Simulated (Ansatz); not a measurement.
# Ti5Al2C3: compression at zero temperature

A pressure series on Ti5Al2C3 (-1 to 25 GPa): equation of state, axes and gap.

Method: DFT PBEsol, scalar-relativistic, plane waves, PAW, in Ansatz 0.2.0.

1 further run of the same task is left out (set aside as unsound or not needed).

## 1. The starting structure

Symmetry: R-3m, No. 166, trigonal system. Conventional cell: a = 3.046 Å, b = 3.046 Å, c = 48.217 Å, α = 90.00°, β = 90.00°, γ = 120.00°. Around Ti (site symmetry -3m) lie 6 C at 2.18 Å. Around Ti (site symmetry 3m) lie 3 C at 2.06 Å. Ti (site symmetry 3m) has 3 C at 2.09 Å in its first shell of neighbours. Around Al (site symmetry 3m) lie 6 Ti at 2.87 to 2.88 Å and 6 Al at 3.05 Å. Around C (site symmetry 3m) lie 6 Ti at 2.06 to 2.18 Å. Around C (site symmetry -3m) lie 6 Ti at 2.09 Å.

Structure file:

```
CELL_PARAMETERS angstrom
1.52279 0.87919 16.07240
-1.52279 0.87919 16.07240
0.00000 -1.75837 16.07240
ATOMIC_POSITIONS crystal
Ti 0.50000 0.50000 0.50000
Ti 0.78462 0.78462 0.78462
Ti 0.69021 0.69021 0.69021
Ti 0.30979 0.30979 0.30979
Ti 0.21538 0.21538 0.21538
Al 0.59609 0.59609 0.59609
Al 0.40391 0.40391 0.40391
C 0.85989 0.85989 0.85989
C 0.14011 0.14011 0.14011
C 0.00000 0.00000 0.00000
```

It goes back to an entry of the Materials Project, which need not be the stable form.

This cell was relaxed beforehand with the same method: volume 12.91 Å³/atom, gap on the mesh none (metal).

## 2. -1 GPa

input.yaml reads:

```yaml
crystal:
  lattice:
    - [1.5276354141, 0.8819807176, 16.1234921939]
    - [-1.5276354141, 0.8819807176, 16.1234921939]
    - [0.0, -1.7639614351, 16.1234921939]
  atoms:
    - { symbol: Ti, position: [0.5, 0.5, 0.5] }
    - { symbol: Ti, position: [0.7846243548, 0.7846243548, 0.7846243548] }
    - { symbol: Ti, position: [0.690214665, 0.690214665, 0.690214665] }
    - { symbol: Ti, position: [0.309785335, 0.309785335, 0.309785335] }
    - { symbol: Ti, position: [0.2153756452, 0.2153756452, 0.2153756452] }
    - { symbol: Al, position: [0.5960877466, 0.5960877466, 0.5960877466] }
    - { symbol: Al, position: [0.4039122534, 0.4039122534, 0.4039122534] }
    - { symbol: C, position: [0.8598921535, 0.8598921535, 0.8598921535] }
    - { symbol: C, position: [0.1401078465, 0.1401078465, 0.1401078465] }
    - { symbol: C, position: [0.0, 0.0, 0.0] }
basis:
  ecutwfc: 420
kpoints:
  mp_grid: { grid: [12, 12, 12] }
hamiltonian:
  xc: pbesol
scf:
  occupations: { method: gaussian, width: 0.1 }
output:
  forces: true
  stress: true
  eigenvalues: true
relax:
  adjacent_minimum: "off"
  f_tol: 0.008
  max_steps: 50
  cell: { stress_tol: 0.08, p_target: -1.0 }
```

The run is started by

```console
$ ansatz run input.yaml --threads 2 --pin off --max-ram 5120MiB --backend cpu --events-out ev --progress --plain --runs-dir out
```

Further runs follow: relaxing at 1 GPa; target pressure 4 GPa; 12 GPa; relaxing at 25 GPa.

Q: Predict the outcome of this session. Wanted: bulk modulus B0; B0'.

**Answer**, as computed:

```
                                     quantity                        value
                             volume at 25 GPa  11.42 Å³/atom, V/V0 = 0.884
bulk modulus B0 (third-order Birch-Murnaghan)                      157 GPa
                                          B0'                          4.2
```

In words: At 25 GPa the crystal has lost 11.6 % of its volume. The points follow one equation of state, B0 = 157 GPa. Other structures may take over in this range; these runs cannot find them.
